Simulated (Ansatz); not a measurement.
# SbP: the cost of one run

Computed with Ansatz 0.2.0 (DFT LDA, scalar-relativistic, plane waves, PAW, unless a step's input says otherwise).

**1. The system as given**

It takes space group F-43m (No. 216, cubic). The conventional cell has a = 5.820 Å, b = 5.820 Å, c = 5.820 Å, α = 90.00°, β = 90.00°, γ = 90.00°. Sb (site symmetry -43m) is surrounded by 4 P at 2.52 Å. P (site symmetry -43m) is surrounded by 4 Sb at 2.52 Å.

Coordinates:

```xyz
2
Lattice="0.0000 2.9102 2.9102 2.9102 0.0000 2.9102 2.9102 2.9102 0.0000" Properties=species:S:1:pos:R:3 pbc="T T T"
Sb    0.0000    0.0000    0.0000
P     1.4551    1.4551    1.4551
```

The cell was made up by rule, so the compound may not exist in this form.

The cell is the ideal cubic zincblende prototype; whether it is the stable structure of this composition wasn't checked.

**2. Coarse point 1 of the search for the rest volume**

File input.yaml:

```yaml
crystal:
  lattice:
    - [0.0, 2.9101917669, 2.9101917669]
    - [2.9101917669, 0.0, 2.9101917669]
    - [2.9101917669, 2.9101917669, 0.0]
  atoms:
    - { symbol: Sb, position: [0.0, 0.0, 0.0] }
    - { symbol: P, position: [0.25, 0.25, 0.25] }
basis:
  ecutwfc: 420
kpoints:
  mp_grid: { grid: [6, 6, 6] }
hamiltonian:
  xc: lda
scf:
  occupations: { method: gaussian, width: 0.05 }
output:
  forces: true
  stress: true
  eigenvalues: true
```

Started as:

```
ansatz run input.yaml --threads 1 --pin off --max-ram 1228MiB --backend cpu --events-out ev --progress --plain --runs-dir out
```

What time and memory should one allow on 1 thread of Intel Xeon at 2.30GHz, shared host?

About 1.1 s, with a peak of 0.36 GiB.
